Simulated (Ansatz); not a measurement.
# Zr2: the cost of one run

The runs use Ansatz 0.2.0, Gaussian basis; def2-QZVPP, core rule «outside noble gas», up to 8 orbitals frozen.

Plan: UHF; ROHF; CCSD(T) on UHF.

2 further runs of the same task are left out: 2 set aside as unsound or not needed. Runs told in other sessions of the task aren't counted.

## Step 1: What is computed

The geometry is a PBE0/def2-TZVP stationary point (not a proven minimum) of the parent state, kept for this charge and spin. No spin-orbit coupling is included. Elements past krypton take def2 core potentials.

2 atoms, charge 1, spin multiplicity 4.

Atoms are counted from 1 here; the program's logs count them from 0.

Bond lengths: Zr1–Zr2 2.228 Å.

## Step 2: UHF

Contents of in.yaml:

```yaml
crystal:
  periodic: [false, false, false]
  atoms:
    - {symbol: Zr, position_ang: [0.000000, 0.000000, 0.000000]}
    - {symbol: Zr, position_ang: [0.000000, 0.000000, 2.228000]}
basis:
  gaussian: {orbitals: "def2-QZVPP.json"}
total_charge: 1
magnetization: {spin_polarized: true, initial_magnetization: 3}
hamiltonian: {xc: hf}
output: {orbitals: {seedname: orbitals}}
```

Command:

```
ansatz run in.yaml --threads 1 --pin off --events-out ev --progress --plain --max-ram 4096MiB --backend cpu
```

**Question.** How long does this run take on 1 thread of AMD EPYC 7R13, shared host, and how much memory does it need?

About 2.8 min, with a peak of 0.42 GiB.
